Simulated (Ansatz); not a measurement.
Runs of Ansatz 0.2.0 on CsAs. It takes space group Pm-3m (No. 221, cubic). Conventional cell: a = 4.295 Å, b = 4.295 Å, c = 4.295 Å, α = 90.00°, β = 90.00°, γ = 90.00°. Cs (site symmetry m-3m) has 8 As at 3.72 Å as nearest neighbours. As (site symmetry m-3m) has 8 Cs at 3.72 Å as nearest neighbours. The cell was built by a generator and needn't be a form met in nature.

| task | level | cell | target pressure (GPa) | gap on the mesh (eV) | pressure (GPa) |
| --- | --- | --- | --- | --- | --- |
| single point | PBE | strained by +1 % | - | none | -0.2 |
| relaxation of cell and atoms | LDA | relaxed to 20 GPa | 20 | none | 20.0 |
| single point | PBE | as given | - | none | (a) |
| relaxation of cell and atoms | LDA | relaxed to 10 GPa | 10 | none | 10.0 |
| relaxation of cell and atoms | LDA | relaxed to 30 GPa | 30 | none | 30.0 |

Alike in all rows: potentials or basis Ansatz PAW; no spin polarisation; k mesh 6 × 6 × 6; cutoff (eV) 420; smearing fermi-dirac 0.05 eV.

Question: Estimate the missing entries.

Answer: (a) 0.0.

Caveats: the plane-wave basis is chosen anew once the cell has moved, so the energies of steps on either side of that aren't comparable (some runs); the PAW data sets come from PBE, with cores solved anew for the run's functional, which leaves a small shift of forces and pressure (some runs).

A k mesh can miss the band edges, and the runs leave out spin-orbit coupling on As, Cs.

A gap of «none» marks a metal or a gap under the smearing width.
